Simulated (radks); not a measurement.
# Ar⁴⁺ in [He] 2s2 2p4 3s2 3p4: an all-electron calculation

The task here is to estimate one member of a computed series from the others.

The numbers are computed with radks (a radial shooting solver on a logarithmic mesh, Libxc functionals) version 1 (scalar-relativistic Kohn-Sham, SCAN, spin-polarised, spherical densities, finite nucleus; open shells are filled with parallel spins first), except any that are marked as measured or tabulated.

## The system

```
element            : argon (Z = 18)
charge             : +4
electrons          : 14
configuration      : [He] 2s2 2p4 3s2 3p4
nuclear rms radius : 3.4274 fm
```

The outer shells:

Ar⁴⁺
```
[He] core
2s [↑↓]
2p [↑↓][↑ ][↑ ]
3s [↑↓]
3p [↑↓][↑ ][↑ ]
```

Set-up of the first run:

Input:

```text
Z 18
configuration [He] 2s2 2p4 3s2 3p4 4s0 3d0
relativity scalar-relativistic
functional scan,scan
spin polarised
nucleus finite rms 3.4274 fm
c 137.035999084
```

One table of the session follows, with a row left open; its other results are not shown here.

It belongs to the step «Orbitals and density». From the orbitals of this run (lengths in bohr):

| level | <r> | outermost maximum (interpolated) | 90 % within | nodes |
| --- | --- | --- | --- | --- |
| 1s up | 0.08572 | 0.0561 | 0.153 | 0 |
| 1s down | 0.08548 | 0.0560 | 0.153 | 0 |
| 2s up | 0.3950 | 0.329 | 0.612 | 1 |
| 2s down | 0.3982 | 0.331 | 0.617 | 1 |
| 2p up | 0.3526 | 0.270 | 0.577 | 0 |
| 2p down | 0.3576 | 0.273 | 0.586 | 0 |
| 3s up | 1.153 | 1.03 | 1.70 | 2 |
| 3s down | 1.176 | 1.04 | 1.74 | 2 |
| 3p up | 1.194 | 1.05 | 1.79 | 1 |
| 3p down | 1.227 | 1.07 | 1.85 | 1 |
| 3d up | 1.236 | 0.997 | 1.95 | 0 |
| 3d down | 1.292 | 1.03 | 2.05 | 0 |
| 4s up | ? | ? | ? | ? |

**Question.** Estimate the row for 4s up.

**Answer.** <r>: 2.717; outermost maximum (interpolated): 2.53; 90 % within: 3.91; nodes: 3. In the column «<r>» it is the highest.
